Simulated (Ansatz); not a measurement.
LaPb2:

```
CELL_PARAMETERS angstrom
-2.06634 2.06634 5.63845
2.06634 -2.06634 5.63845
2.06634 2.06634 -5.63845
ATOMIC_POSITIONS crystal
Pb 0.68639 0.68639 0.00000
Pb 0.31361 0.31361 0.00000
La 0.00000 0.00000 0.00000
```

The cell comes from a database or a generator and needn't be the stable form of this composition.

```yaml
Program: Ansatz 0.2.0
Task: relaxation of cell and atoms
Functional: PBEsol
Dispersion: D4
Potentials_or_basis: Ansatz PAW
Cutoff: "420 eV (not typed: the program's choice for these potentials)"
k_mesh: 9 × 9 × 9
Occupations: fermi-dirac, width 0.05 eV
Spin: no spin polarisation
```

At the start: volume 32.10 Å³/atom.

**Question.** How do energy, volume and symmetry change on relaxing?

**Answer.** It ends after 5 steps and the volume is 29.43 Å³/atom (-8.3 %); space group I4/mmm (No. 139, to 0.05 Å).

Step by step:
| step | energy change (eV) | largest force (eV/Å) | volume (Å³) |
| --- | --- | --- | --- |
| 1 | 0.0000 | 0.0004 | 96.30 |
| 2 | -0.1020 | 0.0859 | 86.92 |
| 3 | -0.1104 | 0.0075 | 88.45 |
| 4 | -0.1109 | 0.0028 | 88.30 |
| 5 | -0.1104 | 0.0028 | 88.30 |

Final structure:
```
CELL_PARAMETERS angstrom
-1.98362 1.98362 5.61035
1.98362 -1.98362 5.61035
1.98362 1.98362 -5.61035
ATOMIC_POSITIONS crystal
Pb 0.68384 0.68384 0.00000
Pb 0.31616 0.31616 0.00000
La 0.00000 0.00000 0.00000
```

Caveat: the plane-wave basis is chosen anew once the cell has moved, so the energies of steps on either side of that aren't comparable; pairwise dispersion overbinds metals, which lowers pressure and volume; the PAW data sets come from PBE, with cores solved anew for the run's functional, which leaves a small shift of forces and pressure.
